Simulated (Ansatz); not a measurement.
# CsLiCr2Te2S3 (Pm) in Ansatz: band structure with PBEsol

Aim: the band structure of CsLiCr2Te2S3 with PBEsol.

Program: Ansatz 0.2.0. These are calculated values, not measurements. Logs are shortened: lines on timing, memory, paths and dates and some standing lists are left out, and cuts for length are marked.

**1. The structure**

The structure is monoclinic, space group Pm (No. 6). The conventional cell has a = 7.057 Å, b = 3.981 Å, c = 9.084 Å, α = 90.00°, β = 107.12°, γ = 90.00°. Cs (site symmetry m) has 3 S at 3.44 to 3.50 Å and 1 Te at 3.93 Å as nearest neighbours. Around Li (site symmetry m) lie 3 S at 2.21 to 2.30 Å. Around Cr (site symmetry m) lie 5 S at 2.47 to 2.63 Å and 1 Te at 2.79 Å and 2 Li at 2.81 Å. Cr (site symmetry m) has 2 S at 2.34 to 2.50 Å as nearest neighbours. Te (site symmetry m) has 3 Cr at 2.76 to 2.79 Å as nearest neighbours. Te (site symmetry m) has 1 S at 2.48 Å and 2 Cr at 2.80 Å as nearest neighbours. S (site symmetry m) has 2 Li at 2.21 Å and 1 Te at 2.48 Å and 1 Cr at 2.51 Å as nearest neighbours. S (site symmetry m) is surrounded by 3 Cr at 2.34 to 2.47 Å and 1 Li at 2.63 Å.

The cell was built by a generator and needn't be a form met in nature.

**2. Band structure, PBEsol, collinear spin, ferromagnetic start**

input.yaml reads:

```yaml
crystal:
  lattice:
    - [7.05684, 0.0, 0.0]
    - [0.0, 3.9806, 0.0]
    - [-2.67333, 0.0, 8.68168]
  atoms:
    - { symbol: Cs, position: [0.07739, 0.0, 0.37706] }
    - { symbol: Li, position: [0.86424, 0.5, 0.78883] }
    - { symbol: Cr, position: [0.12646, 0.0, 0.94616], spin: 3.0 }
    - { symbol: Cr, position: [0.5929, 0.5, 0.97165], spin: 3.0 }
    - { symbol: Te, position: [0.50838, 0.0, 0.1527] }
    - { symbol: Te, position: [0.55612, 0.0, 0.74893] }
    - { symbol: S, position: [0.87426, 0.0, 0.68502] }
    - { symbol: S, position: [0.25176, 0.5, 0.84402] }
    - { symbol: S, position: [0.96294, 0.5, 0.05357] }
hamiltonian:
  xc: pbesol
  pseudopotentials: { kind: paw }
magnetization:
  spin_polarized: true
kpoints:
  mp_grid: { grid: [4, 7, 3] }
  band_path:
    path:
      - [[0.0, 0.0, 0.0], [0.0, 0.0, 0.5], [-0.4222613436, 0.0, 0.659964505], [-0.5, 0.0, 0.5], [-0.5, 0.5, 0.5], [-0.5777386564, 0.5, 0.340035495], [-0.5, 0.5, 0.0], [-0.5, 0.0, 0.0], [-0.5777386564, 0.0, 0.340035495]]
      - [[-0.4222613436, 0.5, 0.659964505], [0.0, 0.5, 0.5], [0.0, 0.5, 0.0]]
      - [[0.0, 0.0, 0.5], [0.0, 0.5, 0.5]]
    npoints: 10
scf:
  occupations: { method: fermi_dirac, width: 0.05 }
  n_extra_bands: 22
output:
  forces: true
  stress: true
  eigenvalues: true
  fatbands: false
```

Potentials or basis: Ansatz PAW.

The run is started by

```console
> ansatz run input.yaml --threads 8 --pin off --max-ram 20480MiB --backend cpu --events-out ev --progress --plain --runs-dir out
```

The program printed:

```text
Warning: RAYON_NUM_THREADS=8 ignored (pool sized by the plan → 8); use --threads N
scf.n_extra_bands = 22 over 45 filled bands (N_el = 90.0): the run solves 67 bands
Engine: ansatz 0.2.0, x86_64-unknown-linux-gnu
Pseudopotentials: kind: paw
Pseudopotential: Cs, paw, valence charge 9, recommended cutoff 420 eV (normal), Cs.paw.azcp
Pseudopotential: Li, paw, valence charge 3, recommended cutoff 420 eV (normal), Li.paw.azcp
Pseudopotential: Cr, paw, valence charge 14, recommended cutoff 420 eV (normal), Cr.paw.azcp
Pseudopotential: Te, paw, valence charge 16, recommended cutoff 420 eV (normal), Te.paw.azcp
Pseudopotential: S, paw, valence charge 6, recommended cutoff 420 eV (normal), S.paw.azcp
Functional definition: PBEsol
  exchange = pbesol_x
  correlation = pbesol_c
Crystal: 9 atoms, lattice volume = 243.872 Å³
Basis set: ecut = 420 eV, 4787 PW (Γ), exchange–correlation on 96×54×128 points (8 copies of the dense FFT grid, shifted against one another)
Bands: 67, of which v1, the nominal top of the filled ones, is band 45 counted from 1 (44 counted from 0)
Symmetry: 2 space group operations
Space group: Pm (ITA 6), of the structure as read, at distance tolerance 6.2e-5 Å
Magnetic group: BNS 6.18 (UNI 25), of the structure as read, at distance tolerance 6.2e-5 Å
k-points: 28 of 84 (time reversal used)
Non-local potential: Cs, projectors of the file, l = 0: 3, l = 1: 2, l = 2: 2, l = 3: 2
Non-local potential: Li, projectors of the file, l = 0: 3, l = 1: 2, l = 2: 1
Non-local potential: Cr, projectors of the file, l = 0: 3, l = 1: 2, l = 2: 3, l = 3: 1
Non-local potential: Te, projectors of the file, l = 0: 2, l = 1: 2, l = 2: 2, l = 3: 2
Non-local potential: S, projectors of the file, l = 0: 2, l = 1: 2, l = 2: 2
PAW form: soft (Blöchl's): semilocal exchange-correlation on the pseudo side does not see the compensation charge
PAW frozen core: Cs, regenerated for the run's functional, and the local potential with it (the file was generated under x = pbe(κ = 0.804, μ = 0.2195149727645171), c = pbe(β = 0.06672455060314922))
PAW frozen core: Cr, regenerated for the run's functional, and the local potential with it (the file was generated under x = pbe(κ = 0.804, μ = 0.2195149727645171), c = pbe(β = 0.06672455060314922))
PAW frozen core: Te, regenerated for the run's functional, and the local potential with it (the file was generated under x = pbe(κ = 0.804, μ = 0.2195149727645171), c = pbe(β = 0.06672455060314922))
PAW frozen core: S, regenerated for the run's functional, and the local potential with it (the file was generated under x = pbe(κ = 0.804, μ = 0.2195149727645171), c = pbe(β = 0.06672455060314922))
PAW one-centre angular grid: Cs, 194 points (default); XC on 64 Gauss nodes
PAW one-centre angular grid: Li, 110 points (default); XC on 64 Gauss nodes
PAW one-centre angular grid: Cr, 590 points (default); XC on 64 Gauss nodes
PAW one-centre angular grid: Te, 590 points (default); XC on 64 Gauss nodes
PAW one-centre angular grid: S, 110 points (default); XC on 64 Gauss nodes
Initial density: superposition of atomic densities (chi_scale 0.1, normalization cell, long waves kept (reshape's long-wave potential 0.22 eV rms))
Starting moments: Σ|m| = 6 μB on 2 of 9 sites
Initial wavefunctions: pseudopotential atomic-orbital guess
Functional: x = pbesol(κ = 0.804, μ = 0.12345679012345678), c = pbesol(β = 0.046)
SCF iter   1: F=—  HF=-28952.488753 eV  |F-HF|=—  |Δ(HF+E_count)|=         —  Δρ=3.34e-2 (↑3.34e-2 ↓3.24e-2)  dr2=1.54e1  dr2_m=2.23e-1  M=5.970 μB ∫|m|=6.446 μB  β_m=0.30  ethr=3.10e-3  ⟨swp⟩=8.0  Hψ=18142  notcnv=0  defer=81
Mixer restart at iter 1: flushing history
[... 19 lines left out ...]
Mixer restart at iter 16: flushing history
SCF iter  17: F=—  HF=-28950.227465 eV  |F-HF|=—  |Δ(HF+E_count)|=         —  Δρ=1.65e-5 (↑1.65e-5 ↓8.38e-6)  dr2=2.61e-6  dr2_m=4.25e-8  M=6.000 μB ∫|m|=7.226 μB  β_m=0.83  ethr=2.61e-9  ⟨swp⟩=4.0  Hψ=10510  notcnv=0  defer=609
SCF iter  18: F=—  HF=-28950.227465 eV  |F-HF|=—  |Δ(HF+E_count)|=   4.85e-8  Δρ=3.14e-5 (↑3.14e-5 ↓8.87e-6)  dr2=4.47e-6  dr2_m=2.97e-7  M=6.000 μB ∫|m|=7.227 μB  β_m=0.60  ethr=2.61e-9  ⟨swp⟩=2.0  Hψ=6835  notcnv=0  defer=609
SCF iter  19: F=—  HF=-28950.227465 eV  |F-HF|=—  |Δ(HF+E_count)|=   1.30e-7  Δρ=5.39e-6 (↑5.39e-6 ↓2.49e-6)  dr2=2.52e-7  dr2_m=5.85e-9  M=6.000 μB ∫|m|=7.227 μB  β_m=0.74  ethr=2.61e-9  ⟨swp⟩=2.0  Hψ=5979  notcnv=0  defer=609
SCF iter  20: F=—  HF=-28950.227466 eV  |F-HF|=—  |Δ(HF+E_count)|=   1.57e-7  Δρ=3.38e-6 (↑3.38e-6 ↓1.40e-6)  dr2=8.90e-8  dr2_m=2.98e-9  M=6.000 μB ∫|m|=7.227 μB  β_m=0.75  ethr=2.80e-10  ⟨swp⟩=2.0  Hψ=5126  notcnv=0  defer=609
SCF iter  21: F=—  HF=-28950.227466 eV  |F-HF|=—  |Δ(HF+E_count)|=   5.90e-8  Δρ=4.26e-6 (↑4.26e-6 ↓1.40e-6)  dr2=1.14e-7  dr2_m=5.05e-9  M=6.000 μB ∫|m|=7.227 μB  β_m=0.66  ethr=9.88e-11  ⟨swp⟩=2.0  Hψ=6104  notcnv=0  defer=609
SCF iter  22: F=-28950.227466 eV  HF=-28950.227466 eV  |F-HF|=5.30e-8  |Δ(HF+E_count)|=   3.52e-8  Δρ=2.66e-6 (↑2.66e-6 ↓1.35e-6)  dr2=6.25e-8  dr2_m=1.05e-9  M=6.000 μB ∫|m|=7.227 μB  ethr=9.88e-11  ⟨swp⟩=10.9  Hψ=20113  notcnv=0
SCF 1 converged in 22 iterations: F = -28950.227466 eV  dr2 = 6.25e-8
NSCF: frozen V_eff on 113 k-points
SCF converged after 22 iterations
Magnetization: 6.0000 μB (48.0000 up, 42.0000 down)
Absolute magnetization: 7.2305 μB (∫|ρ↑−ρ↓|, with the PAW one-centre terms)
Spin contamination: 0.2742 ħ² per cell (⟨S²⟩ above its minimum at these occupations)
Per-site moments (μB) at R_I (Å): [(0.00048041868048629994, 1.4200953152748317), (0.001515232471661521, 0.9126230106656225), (2.8959005630225967, 1.017705438882933), (2.688350017716701, 0.9671195073087884), (-0.1342978160376418, 1.1371301348846319), (-0.03714401731865232, 1.0225094104861974), (-0.029565274077983886, 0.9126230106656225), (-0.10690909758571862, 0.9671195073087884), (-0.051190016346081064, 0.9480963462325289)]
Free energy (F): -28950.227466 eV
Harris-Foulkes:  -28950.227466 eV  (|F-HF|=5.30e-8)
Internal energy: -28950.227035 eV  (E = F + TS)
E sigma→0 (E₀):  -28950.227250 eV
Entropy (-TS):   -0.000431 eV (-0.048 meV/atom)
Fermi energy:    6.722606 eV
--- Per-component energies (eV) ---
  E_band       = -1336.571237
  E_kinetic    = 1528.146060
  E_local      = -11244.720536  (includes V_loc(G=0)·N_el)
  E_nonlocal   = -363.720343
  E_hartree    = 5499.610779
  E_xc         = -992.969307
  E_vxc        = -961.874051  (∫ρ·V_xc dr)
  E_paw        = -18265.034091  (= ΣΔE_a)
  E_vpaw       = -1293.639666  (= ΣTr[D̂ρ^β])
  E_aug_tail   = 0.000364  (compensation charges beyond the density's cutoff)
  E_ewald      = -5112.939598
  E_core_change = 1.399637  (= ΣΔE_core)
  E_smearing   = -0.000431  (= −TS)
  E_closure    = 0.000000  (closes the sum)
  Σ components = -28950.227466   (vs F -28950.227466, Δ=0.00e0)
--- Forces (eV/Å), atoms counted from 1 ---
  atom   1  Cs    -0.02500594     0.00000000    -0.07429425
  atom   2  Li    -0.01325454     0.00000000     0.02415567
  atom   3  Cr     0.02235304     0.00000000    -0.09437899
  atom   4  Cr    -0.05317617     0.00000000    -0.05544636
  atom   5  Te     0.01619789     0.00000000    -0.32612615
  atom   6  Te     0.03398524     0.00000000     0.22521141
  atom   7  S      0.00475949     0.00000000     0.20536571
  atom   8  S      0.02360026     0.00000000     0.19250045
  atom   9  S     -0.00946241     0.00000000    -0.09698878
  max |Σ_I F_I| component: 3.15e-6 eV/Å
--- Stress (GPa, compression-positive) ---
       -2.472560       0.000000       0.003308
        0.000000      -2.171559       0.000000
        0.003309       0.000000      -2.065264
  P = ⅓ Tr σ = -2.2365 GPa (-22.365 kbar)
--- Band table (eV; the first three rows and the last of 56) ---
  k-point 0 ↑: bands = ["-66.2022", "-65.9274", "-38.0782", "-37.6730", "-37.6693", "-37.6480", "-37.4115", "-37.4066", "-37.3831", "-30.6658", "-30.5979", "-30.5658", "-30.3592", "-30.3545", "-29.5742", "-29.5676", "-29.5628", "-29.5583", "-29.5564", "-15.6943", "-7.3542", "-6.2988", "-5.6015", "-4.4339", "-4.0153", "-2.5091", "-2.3990", "-2.0742", "1.2239", "1.8680", "1.9626", "2.5148", "2.8340", "3.1291", "3.3088", "3.9218", "4.2617", "4.4289", "4.5999", "4.6572", "4.9647", "5.0674", "5.2639", "5.3540", "5.4672", "5.8114", "6.1982", "6.5197", "7.2441", "7.9842", "8.0059", "8.3265", "8.5796", "9.0245", "9.7667", "10.5322", "11.0225", "11.3259", "11.9738", "12.0346", "12.3263", "12.4029", "12.6668", "12.7218", "13.2437", "13.2749", "13.3726"]
  k-point 1 ↑: bands = ["-66.2022", "-65.9274", "-38.0782", "-37.6730", "-37.6693", "-37.6480", "-37.4115", "-37.4066", "-37.3831", "-30.6658", "-30.5979", "-30.5658", "-30.3592", "-30.3545", "-29.5742", "-29.5676", "-29.5628", "-29.5583", "-29.5564", "-15.6943", "-7.3604", "-6.2924", "-5.5924", "-4.4385", "-4.0086", "-2.5040", "-2.4401", "-2.0742", "1.2526", "1.8653", "2.1148", "2.5176", "2.8334", "3.1217", "3.2298", "3.8029", "4.2607", "4.4320", "4.5475", "4.6677", "4.9617", "5.0744", "5.2649", "5.3541", "5.4769", "5.7458", "6.1416", "6.5176", "7.4242", "7.9818", "8.0207", "8.3157", "8.6346", "9.1968", "10.0278", "10.3921", "10.7814", "11.2461", "11.6000", "11.9805", "12.4071", "12.4211", "12.5693", "13.0002", "13.1026", "13.4423", "13.5917"]
  k-point 2 ↑: bands = ["-66.2022", "-65.9274", "-38.0781", "-37.6735", "-37.6692", "-37.6481", "-37.4115", "-37.4072", "-37.3831", "-30.6656", "-30.5981", "-30.5658", "-30.3594", "-30.3540", "-29.5738", "-29.5678", "-29.5630", "-29.5582", "-29.5561", "-15.6753", "-7.2886", "-6.2718", "-5.5750", "-4.3630", "-3.9587", "-2.4813", "-2.3930", "-2.2922", "1.2988", "1.6321", "2.0110", "2.3169", "2.9637", "3.1776", "3.3554", "3.8288", "3.9510", "4.0995", "4.4500", "4.6833", "4.8103", "5.1591", "5.1793", "5.4379", "5.5245", "5.9208", "6.1075", "6.2571", "7.2417", "7.5569", "7.6984", "8.2951", "8.7828", "9.5019", "10.3127", "10.6897", "11.0254", "11.5620", "11.6957", "12.1745", "12.3683", "12.4799", "12.6687", "12.7571", "13.1841", "13.3069", "13.6685"]
  k-point 27 ↓: bands = ["-63.0883", "-62.9661", "-38.0771", "-34.7069", "-34.5843", "-34.5264", "-34.4870", "-34.4646", "-34.4533", "-30.6691", "-30.6061", "-30.5736", "-30.3761", "-30.3699", "-29.6032", "-29.6011", "-29.5939", "-29.5876", "-29.5845", "-15.5964", "-6.9875", "-6.1740", "-5.5971", "-4.1922", "-3.7872", "-3.0400", "-2.3491", "-2.3310", "1.3167", "1.6336", "2.1328", "2.3807", "2.9240", "3.2825", "3.4907", "3.6046", "3.9930", "4.1309", "4.5861", "4.7790", "5.0124", "5.4176", "7.4417", "7.7641", "7.9843", "8.0839", "8.4083", "8.4456", "8.7088", "8.9104", "9.0833", "9.2202", "9.3683", "9.7953", "10.5648", "11.1876", "11.2950", "11.7514", "12.1367", "12.2742", "12.5414", "12.7736", "13.0686", "13.4914", "14.0471", "14.2838", "14.5030"]
```

Wall time 19 s (8 threads of AMD EPYC 9R45 (Zen 5), shared host); peak memory 2.3 GiB.

What came out:

- Free energy: -28950.2275 eV
- Pressure: -2.2 GPa
- Largest force: 0.327 eV/Å
- Band gap on the k mesh: 0.43 eV, indirect (least direct gap 0.72 eV)
- Band gap along the path: 0.41 eV, indirect (least direct gap 0.72 eV)
- Net moment: 6.00 μB per cell
- Absolute moment: 7.23 μB per cell
- Site moments: Cs +0.00; Li +0.00; Cr +2.90, +2.69; Te -0.13, -0.04; S -0.03, -0.11, -0.05 μB

Forces on the atoms (eV/Å):
```
Cs  -0.025  0.000 -0.074
Li  -0.013  0.000  0.024
Cr   0.022  0.000 -0.094
Cr  -0.053  0.000 -0.055
Te   0.016  0.000 -0.326
Te   0.034  0.000  0.225
S    0.005  0.000  0.205
S    0.024  0.000  0.193
S   -0.009  0.000 -0.097
```

Levels at the corners of the path, in eV from the valence-band top:
Spin up:
```csv
point,band 44,band 45,band 46,band 47,band 48,band 49,band 50,band 51,band 52,band 53
Γ,-1.17,-1.05,-0.71,-0.32,0.00,0.72,1.46,1.49,1.81,2.06
Y,-1.17,-1.04,-0.79,-0.39,0.00,0.95,1.48,1.51,1.79,2.13
H,-0.95,-0.74,-0.73,-0.39,-0.30,0.64,1.37,1.53,1.62,1.78
C,-0.88,-0.75,-0.69,-0.43,-0.34,0.62,1.37,1.53,1.53,1.77
E,-1.20,-1.14,-1.02,-0.86,-0.81,0.69,0.84,1.23,1.43,2.12
M1,-1.19,-1.13,-1.02,-0.91,-0.81,0.66,0.87,1.29,1.43,2.16
A,-1.22,-1.14,-1.02,-0.93,-0.86,0.60,0.90,1.40,1.44,2.21
X,-0.91,-0.70,-0.69,-0.37,-0.35,0.69,1.26,1.53,1.65,1.79
H1,-0.95,-0.74,-0.73,-0.39,-0.30,0.64,1.37,1.53,1.62,1.78
M,-1.19,-1.13,-1.02,-0.91,-0.81,0.66,0.87,1.29,1.43,2.16
D,-1.08,-1.07,-1.03,-0.73,-0.58,0.85,0.93,1.27,1.49,1.81
Z,-1.07,-1.07,-1.03,-0.71,-0.61,0.82,0.85,1.18,1.51,1.92
Y,-1.17,-1.04,-0.79,-0.39,0.00,0.95,1.48,1.51,1.79,2.13
D,-1.08,-1.07,-1.03,-0.73,-0.58,0.85,0.93,1.27,1.49,1.81
```
Spin down:
```
point  band 38  band 39  band 40  band 41  band 42  band 43  band 44  band 45  band 46  band 47
    Γ    -1.62    -1.32    -1.23    -1.08    -0.45     0.80     1.16     1.55     1.61     1.74
    Y    -1.65    -1.32    -1.26    -1.13    -0.44     0.78     1.17     1.54     1.60     1.73
    H    -2.10    -1.36    -1.29    -1.09    -0.18     0.69     1.33     1.51     1.57     1.88
    C    -2.11    -1.36    -1.32    -1.08    -0.16     0.71     1.34     1.51     1.59     1.92
    E    -2.43    -1.94    -1.69    -1.40    -1.27     0.88     1.28     1.46     1.55     1.89
   M1    -2.41    -1.88    -1.71    -1.42    -1.28     0.85     1.31     1.40     1.60     1.88
    A    -2.44    -1.79    -1.71    -1.42    -1.29     0.86     1.26     1.40     1.51     1.89
    X    -2.11    -1.36    -1.31    -1.08    -0.17     0.67     1.30     1.51     1.58     1.93
   H1    -2.10    -1.36    -1.29    -1.09    -0.18     0.69     1.33     1.51     1.57     1.88
    M    -2.41    -1.88    -1.71    -1.42    -1.28     0.85     1.31     1.40     1.60     1.88
    D    -2.30    -1.94    -1.69    -1.29    -1.25     1.04     1.30     1.55     1.67     1.83
    Z    -2.30    -1.89    -1.76    -1.29    -1.25     1.04     1.30     1.59     1.68     1.82
    Y    -1.65    -1.32    -1.26    -1.13    -0.44     0.78     1.17     1.54     1.60     1.73
    D    -2.30    -1.94    -1.69    -1.29    -1.25     1.04     1.30     1.55     1.67     1.83
```

Caveat: spin-orbit coupling is left out, which moves the levels of the heavy elements; only a ferromagnetic start was run, and an antiferromagnetic order may lie lower in energy; the PAW data sets come from PBE, with cores solved anew for the run's functional, which leaves a small shift of forces and pressure.
